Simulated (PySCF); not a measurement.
# CH7Ge2NSi: the cost of one run

Computed with PySCF 2.14.0 and routines of our own; the level stands in each step. Atoms count from 0.

### Step 1. The starting structure

12 atoms, charge 0, multiplicity 1; geometry from: GFN2-xTB.

### Step 2. Magnetic properties: GIAO wB97X-D/pcSseg-1

The job: settings as JSON, then the geometry in Å.

```
{"job": {"kind": "mag", "xc": "wB97X-D", "basis": "pcSseg-1", "isotopologues": 2}, "charge": 0, "multiplicity": 1}
N      0.052478     3.185694    -0.701803
C      0.055452     2.135573    -0.241668
Ge     0.062312     0.359025     0.488067
Si     2.116247    -0.694638    -0.018729
Ge    -2.060075    -0.555217    -0.167618
H     -0.070465     0.722067     1.963969
H      2.121581    -2.012490     0.618756
H      3.223498     0.108998     0.494775
H      2.239387    -0.852340    -1.468179
H     -2.306807    -1.913361     0.426555
H     -2.188156    -0.758516    -1.649248
H     -3.244254     0.274519     0.229095
```

Method: GIAO wB97X-D/pcSseg-1 magnetisability, rotational g tensor and spin-rotation constants, non-relativistic, gas phase.

Run with:

```sh
$ OMP_NUM_THREADS=1 python excited_run.py task.json out
```

This one command runs all jobs of the session in turn.

**Question.** How long does this first job take on 1 thread of Arm Neoverse V2, shared host, and how much memory does it need?

About 56 s, with a peak of 0.91 GiB.
